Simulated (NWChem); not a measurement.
# BH2Br (SMILES BBr): PBE/def2-TZVPD

Aim: the electronic atomisation energy of BH2Br at PBE/def2-TZVPD, from 4 runs. 

The results are computed with NWChem 7.3.0.

### 1 Starting point

BH2Br: 4 atoms, total charge 0, spin state singlet. SMILES: `BBr`. The coordinates come from a PBE0-D4/def2-TZVP relaxation.

Bond lengths: B1–Br2 1.891 Å, B1–H3 1.188 Å, B1–H4 1.188 Å. Angles: Br2–B1–H3 117.8°, Br2–B1–H4 117.8°, H3–B1–H4 124.3°.

### 2 A single-point energy at PBE/def2-TZVPD (run 1)

File mol.nw:

```
START mol
TITLE "BBrH2"
memory stack 880 mb heap 220 mb global 1100 mb
GEOMETRY units angstrom noautosym nocenter noautoz
   B     -0.153900     0.025000    -0.096900
   Br     1.470100    -0.363400     0.790800
   H     -1.111200    -0.617300     0.191700
   H     -0.149500     0.895400    -0.905900
END
BASIS spherical bse
   * library def2-TZVPD
END
DFT
   xc xpbe96 cpbe96
   mult 1
   grid fine
   convergence energy 1e-08
   iterations 100
   mulliken
   noprint "final vectors analysis"
END
TASK dft
```

Run with:

```
$ nwchem mol.nw > mol.out
```

The log of the run:

```text
[...]
          Wavefunction type:  closed shell.
          No. of atoms     :     4
          No. of electrons :    42
[...]
          Charge           :     0
          Spin multiplicity:     1
[...]
          AO basis - number of functions:   112
[...]
              XC Information
              --------------
          PerdewBurkeErnzerhof Exchange Functional  1.000
            Perdew 1991 LDA Correlation Functional  1.000 local
           PerdewBurkeErnz. Correlation Functional  1.000 non-local
[...]
 d= 0,ls=0.0,diis     1  -2599.7448026048 -2.67D+03  6.75D-03  7.86D-01     3.3
[...]
 d= 0,ls=0.0,diis    10  -2599.7860345697 -9.46D-09  1.45D-07  9.44D-10    22.6
         Total DFT energy =    -2599.786034569653
      One electron energy =    -3750.082670843001
           Coulomb energy =     1178.349774536324
    Exchange-Corr. energy =      -95.642469688580
 Nuclear repulsion energy =       67.589331425604
[...]
      Total Density - Mulliken Population Analysis
     ---------------------------------------------
    Atom       Charge   Shell Charges
 -----------   ------   -------------------------------------------------------
    1 B    5     4.95   0.91  1.05  0.55  0.58  0.02 -0.00  0.94  0.76  0.03  0.03  0.06  0.01  0.01
    2 Br  35    35.13   2.00  2.01  1.16  0.78  1.07  0.95  0.08  6.00  5.92  1.37  2.64  1.10  0.02  8.94  1.01  0.05  0.03 -0.00  0.00
    3 H    1     0.96   0.26  0.50  0.18  0.01  0.01
    4 H    1     0.96   0.26  0.50  0.18  0.01  0.01
[...]
```

Wall time 23 s (1 thread of AMD EPYC 9R14 (Zen 4), shared host); peak memory 0.12 GiB.

### 3 The B atom at the same level (run 2)

File job.nw:

```
start job
title "B"
memory stack 880 mb heap 220 mb global 1100 mb

geometry units angstrom noautosym nocenter noautoz
  B        0.000000       0.000000       0.000000
end

basis "ao basis" spherical bse
  B library def2-TZVPD
end

dft
  xc xpbe96 cpbe96
  mult 2
  grid fine
  convergence energy 1e-08
  iterations 100
  mulliken
  print low
end

task dft energy
```

Run the same way, it converges to -24.61015 Eh (log not shown).

Run 3 isn't shown in full; the table further down has it.

### 4 The H atom at the same level (run 4)

File h.nw:

```
START h
TITLE "H energy"
memory stack 880 mb heap 220 mb global 1100 mb
charge 0
GEOMETRY noautosym nocenter noautoz
 H      0.000000     0.000000     0.000000
END
BASIS spherical bse
 * library def2-TZVPD
END
DFT
 xc xpbe96 cpbe96
 mult 2
 grid fine
 convergence energy 1e-08
 iterations 100
 mulliken
 print low
END
TASK dft
```

Run the same way, it converges to -0.49962 Eh (log not shown).

### 5 All runs side by side

```csv
run,level,partner,energy (Eh),wall time
1,PBE/def2-TZVPD,base,-2599.786035,23 s
2,UPBE/def2-TZVPD,atoms,-24.610148,1.2 s
3,UPBE/def2-TZVPD,atoms,-2573.721191,11 s
4,UPBE/def2-TZVPD,atoms,-0.499616,0.72 s
```

### 6 Results

At PBE/def2-TZVPD:

```
                     quantity        value
         H atom: total energy  -0.49962 Eh
                 H atom: ⟨S²⟩        0.750
electronic atomisation energy    12.394 eV
```

Taking the molecule apart into free atoms costs 12.39 eV (1196 kJ/mol), before zero-point energy and without spin-orbit coupling. All runs together took 37 s, the longest 23 s.
